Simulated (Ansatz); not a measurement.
# BrCl2H4HfNO: the cost of one run

Method: RHF/def2-SVP, in Ansatz 0.2.0.

**1. Starting point**

Bond lengths: Hf1–O2 2.420 Å, O2–H3 1.010 Å, Hf1–N4 2.210 Å, N4–H5 1.060 Å, N4–H6 1.060 Å, Hf1–Cl7 2.518 Å, Hf1–Cl8 2.518 Å, Hf1–Br9 3.000 Å. Angles: Hf1–O2–H3 109.5°, O2–Hf1–N4 109.4°, O2–Hf1–Cl7 109.5°, O2–Hf1–Cl8 109.5°, O2–Hf1–Br9 71.6°, N4–Hf1–Cl7 109.5°, N4–Hf1–Cl8 109.5°, N4–Hf1–Br9 75.6°, Cl7–Hf1–Cl8 109.5°, Cl7–Hf1–Br9 64.5°, Cl8–Hf1–Br9 173.5°, Hf1–N4–H5 120.0°, Hf1–N4–H6 120.0°, H5–N4–H6 120.0°.

Structure file:

```xyz
10

Hf    0.0000    0.0000    0.0000
O     0.0000    0.0000    2.4200
H    -0.9095   -0.2814    2.7571
N     2.0840    0.0000   -0.7359
H     2.5823   -0.9180   -0.9166
H     2.5853    0.9180   -0.9082
Cl   -1.1869    2.0563   -0.8392
Cl   -1.1869   -2.0563   -0.8392
Br    1.1246    2.6154    0.9460
H     0.5364    1.2474    2.2225
```

**2. A restrained relaxation towards end A**

Springs on the bonds that form and break draw the guess towards this end; the thresholds are loose.

Input file input.yaml:

```yaml
crystal:
  periodic: [false, false, false]
  atoms:
    - { symbol: Hf, position_ang: [0.0, 0.0, 0.0] }
    - { symbol: O, position_ang: [0.0, 0.0, 2.42] }
    - { symbol: H, position_ang: [-0.9095, -0.2814, 2.7571] }
    - { symbol: "N", position_ang: [2.084, 0.0, -0.7359] }
    - { symbol: H, position_ang: [2.5823, -0.918, -0.9166] }
    - { symbol: H, position_ang: [2.5853, 0.918, -0.9082] }
    - { symbol: Cl, position_ang: [-1.1869, 2.0563, -0.8392] }
    - { symbol: Cl, position_ang: [-1.1869, -2.0563, -0.8392] }
    - { symbol: Br, position_ang: [1.1246, 2.6154, 0.946] }
    - { symbol: H, position_ang: [0.5364, 1.2474, 2.2225] }
basis:
  gaussian: { orbitals: def2-SVP }
hamiltonian:
  xc: hf
relax:
  f_tol: 0.15
  max_steps: 25
  restrain:
    - { distance: [0, 8], at: 3.9, k: 30.0 }
    - { distance: [9, 1], at: 2.21, k: 30.0 }
    - { distance: [0, 1], at: 2.07, k: 30.0 }
    - { distance: [9, 8], at: 1.55, k: 30.0 }
```

The run is started by

```bash
$ ansatz run input.yaml --threads 4 --pin off --max-ram 5120MiB --backend cpu --events-out ev --progress --plain --runs-dir out
```

Q: Estimate wall time and peak memory on 4 threads of Intel Xeon Platinum 8259CL at 2.50GHz (Skylake/Cascade Lake), shared host.

About 50 s, with a peak of 0.51 GiB.
